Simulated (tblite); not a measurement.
# C6H7B2F: the cost of one run

The runs use tblite 0.8.0 and PySCF 2.14.0, with density-fitted response routines of our own; the level of theory stands in each step. All values are computed, except where a source is named. Atoms are numbered from 0 throughout.

## 1. The molecule as given

16 atoms, charge 0, multiplicity 1; geometry from: force field or distance geometry start.

Bonds of the start (Å): F0–C1 1.37, C1–C2 1.34, C2–C3 1.49, C3–C4 1.34, C4–C5 1.47, C5–C6 1.34, C6–B7 1.57, B7–B8 1.66, B8–C1 1.56, C2–H9 1.08, C3–H10 1.08, C4–H11 1.09, C5–H12 1.09, C6–H13 1.08, B7–H14 1.19, B8–H15 1.18.

## 2. Optimising the geometry with GFN2-xTB

What the job is given:

```
{"job": {"kind": "relax", "xc": "GFN2-xTB", "basis": "xTB"}, "charge": 0, "multiplicity": 1}
F      2.777100     0.269700     1.313700
C      1.711100     0.100800     0.468300
C      1.264600    -1.149600     0.291600
C      0.282800    -1.517200    -0.762600
C     -1.015300    -1.204800    -0.728500
C     -1.673100    -0.416000     0.322300
C     -1.473800     0.896700     0.516200
B     -0.418700     1.780800    -0.239000
B      1.190000     1.363000    -0.276300
H      1.758300    -1.957000     0.801700
H      0.618200    -2.225200    -1.510800
H     -1.662500    -1.661400    -1.475600
H     -2.498600    -0.883500     0.855100
H     -2.133200     1.411800     1.197800
H     -0.667300     2.934500    -0.367100
H      1.933000     2.266500    -0.418300
```

On the command line:

```bash
OMP_NUM_THREADS=1 python probes_run.py task.json out
```

The driver reads the jobs from task.json and runs them one after another.

**Question.** How long does this first job take on 1 thread of Arm Neoverse N1, shared host, and how much memory does it need?

About 1.8 s, with a peak of 0.18 GiB.
